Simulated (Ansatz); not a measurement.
# C₂H₇GaO: small, medium and large basis sets

One table from this session's results is given with a row withheld; the runs are named, their logs left out.

Computed with Ansatz 0.2.0, Gaussian basis. Level: one geometry, several basis sets.

Levels to be run: PBE0-D4/def2-SVP; ωB97M-V/def2-SVP; PBE0-D4/def2-QZVPP; ωB97M-V/def2-QZVPP; the functionals' def2-TZVPP values are taken from earlier runs.

## Structure used throughout

All runs share one geometry, relaxed beforehand with PBE0-D4 in a triple-zeta def2 set.

11 atoms, charge 0, spin multiplicity 1.

Atoms are counted from 1 here; the program's logs count them from 0.

Bond lengths: C1–C2 1.501 Å, C1–H5 1.093 Å, C1–H6 1.097 Å, C1–H7 1.095 Å, C2–O3 1.475 Å, C2–Ga4 1.972 Å, C2–H8 1.090 Å, O3–H9 0.963 Å, Ga4–H10 1.573 Å, Ga4–H11 1.565 Å. Angles: C2–C1–H5 109.9°, C2–C1–H6 111.7°, C2–C1–H7 111.8°, H5–C1–H6 107.7°, H5–C1–H7 107.1°, H6–C1–H7 108.4°, C1–C2–O3 112.0°, C1–C2–Ga4 123.6°, C1–C2–H8 111.4°, O3–C2–Ga4 83.4°, O3–C2–H8 105.1°, Ga4–C2–H8 116.1°, C2–O3–H9 107.9°, C2–Ga4–H10 114.5°, C2–Ga4–H11 121.2°, H10–Ga4–H11 123.0°.

Set-up of the first run:

Contents of in.yaml:

```yaml
crystal:
  periodic: [false, false, false]
  atoms:
    - {symbol: C, position_ang: [-0.861512, 1.068557, 0.329570]}
    - {symbol: C, position_ang: [-0.436224, -0.361265, 0.164392]}
    - {symbol: O, position_ang: [0.645056, -0.728771, 1.098423]}
    - {symbol: Ga, position_ang: [0.849435, -0.966600, -1.202929]}
    - {symbol: H, position_ang: [-1.688548, 1.292185, -0.348701]}
    - {symbol: H, position_ang: [-1.202606, 1.274384, 1.351721]}
    - {symbol: H, position_ang: [-0.050811, 1.764615, 0.089221]}
    - {symbol: H, position_ang: [-1.252370, -1.047160, 0.391387]}
    - {symbol: H, position_ang: [1.115650, 0.076239, 1.338388]}
    - {symbol: H, position_ang: [1.938784, 0.099801, -1.592506]}
    - {symbol: H, position_ang: [0.943136, -2.471977, -1.618975]}
basis:
  gaussian: {orbitals: def2-SVP}
hamiltonian: {xc: pbe0, dispersion: d4}
output: {orbitals: {seedname: orbitals}}
```

Started as:

```sh
$ ansatz run in.yaml --threads 2 --pin off --events-out ev --progress --plain --max-ram 32768MiB --backend cpu
```

Steps of the session up to this table: PBE0-D4 in def2-SVP; ωB97M-V in def2-SVP; PBE0-D4 in def2-QZVPP; ωB97M-V in def2-QZVPP.

One of the session's tables, all rows but one given; the rest of the session is left out.

It belongs to the step «Density functionals: the series». 

| functional | basis | HOMO (eV) |
| --- | --- | --- |
| PBE0-D4 | def2-SVP | -6.71 |
| PBE0-D4 | def2-TZVPP | -6.76 |
| PBE0-D4 | def2-QZVPP | -6.78 |
| ωB97M-V | def2-SVP | ? |
| ωB97M-V | def2-TZVPP | -9.00 |
| ωB97M-V | def2-QZVPP | -9.01 |

**Question.** Estimate the row for ωB97M-V, def2-SVP.

As computed: HOMO (eV): -8.93. In the column «HOMO (eV)» it lies between ωB97M-V, def2-TZVPP (-9.00) and PBE0-D4, def2-QZVPP (-6.78).
